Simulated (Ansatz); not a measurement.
Crystal: GaSb3.

```
Sb Ga
1.0
     0.00000    3.73060    3.73060
     3.73060    0.00000    3.73060
     3.73060    3.73060    0.00000
Sb Ga
3 1
Direct
  0.50000 0.50000 0.50000
  0.75000 0.75000 0.75000
  0.25000 0.25000 0.25000
  0.00000 0.00000 0.00000
```

The cell comes from a database or a generator and needn't be the stable form of this composition.

| Property | Result |
| --- | --- |
| Program | Ansatz 0.2.0 |
| Task | relaxation of cell and atoms |
| Functional | BLYP |
| Potentials or basis | Ansatz PAW |
| Cutoff | 420 eV (not typed: the program's choice for these potentials) |
| k mesh | 6 × 6 × 6 |
| Occupations | fermi-dirac, width 0.05 eV |
| Spin | no spin polarisation |

At the start: volume 25.96 Å³/atom.

Where does the relaxation end?

It ends after 5 steps and the volume is 28.76 Å³/atom (+10.8 %); space group Fm-3m (No. 225, to 0.05 Å).

The path:
```
step  energy change (eV)  largest force (eV/Å)  volume (Å³)
   1              0.0000                0.0000       103.84
   2             -0.1488                0.0000       117.03
   3             -0.1526                0.0000       115.46
   4             -0.1528                0.0000       115.05
   5             -0.1546                0.0000       115.05
```

Final structure:
```
Sb Ga
1.0
     0.00000    3.86023    3.86023
     3.86023    0.00000    3.86023
     3.86023    3.86023    0.00000
Sb Ga
3 1
Direct
  0.50000 0.50000 0.50000
  0.75000 0.75000 0.75000
  0.25000 0.25000 0.25000
  0.00000 0.00000 0.00000
```

Caveat: the plane-wave basis is chosen anew once the cell has moved, so the energies of steps on either side of that aren't comparable; the PAW data sets come from PBE, with cores solved anew for the run's functional, which leaves a small shift of forces and pressure.
